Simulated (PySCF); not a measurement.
# CuS: from the state search to spectroscopic constants

One job finds the state of CuS, follows it along the bond with each method and fits the curves.

The runs use PySCF 2.14.0; Cu def2-TZVPP, S def2-TZVPP, no relativity.

## Step 1: Set-up

A driver script around PySCF takes these settings:

```
atoms                         : Cu, S
charge                        : 0
basis                         : Cu def2-TZVPP, S def2-TZVPP
Hamiltonian                   : no relativity
basis functions               : 106
electrons treated             : 45
masses in u                   : 62.9296, 31.9721
levels                        : PBE0, PBE, r²SCAN, MN15, BLYP, BHandHLYP, revPBE, LC-ωPBE, HF, MP2, SCS-MP2
grid                          : 80 radial by 434 angular points
occupations                   : held fixed by the projection of orbital angular momentum
dissociation limit            : Cu + S, each in its ground configuration
starting distance in angstrom : 2.120
values of 2S to try           : 1, 3, 5
```

After this run come: The PBE0 curve of the state that the search chose; Other states along the same grid; PBE; r²SCAN (meta-GGA); MN15; BLYP (GGA); BHandHLYP (global hybrid GGA); revPBE (GGA); LC-ωPBE; UHF.

Q: Predict the outcome of this session. Wanted: for each run, Re; ωe; De; μ.

The runs gave:

Lowest PBE0 solution found, without spin–orbit coupling: ²Π (doublet), unpaired electrons π ↑. State 2 has its PBE0 minimum 1.34 eV higher. State 3 has its PBE0 minimum 1.92 eV higher. The other levels ran on the lowest alone.

| level | Re (Å) | ωe (cm⁻¹) | De (eV) | μ (D) |
| --- | --- | --- | --- | --- |
| UHF | 2.229 | 340 | 1.41 | -6.18 |
| UHF-MP2 | 2.066 | 400 | 2.71 | n/a |
| UHF-SCS-MP2 | 2.099 | 384 | 2.61 | n/a |
| PBE | 2.061 | 416 | 3.07 | -3.68 |
| revPBE | 2.076 | 404 | 2.84 | -3.77 |
| BLYP | 2.085 | 397 | 2.85 | -3.49 |
| r²SCAN | 2.046 | 425 | 3.07 | -4.04 |
| PBE0 | 2.084 | 394 | 2.76 | -4.32 |
| MN15 | 2.089 | 395 | 2.82 | -4.45 |
| BHandHLYP | 2.134 | 370 | 2.40 | -4.81 |
| LC-ωPBE | 2.071 | 412 | 2.78 | -4.86 |

De is counted to Cu + S in their ground configurations. A positive dipole means Cu(−)S(+).

**Reading.** The methods spread over 0.183 Å in bond length, from r²SCAN to UHF. Among the levels with a De in the table, it runs from 1.41 eV (UHF) to 3.07 eV (PBE).

Correlated steps freeze 10 core orbitals. The state is the lowest single determinant that the PBE0 search found; with open d or f shells the true ground state can be another one.
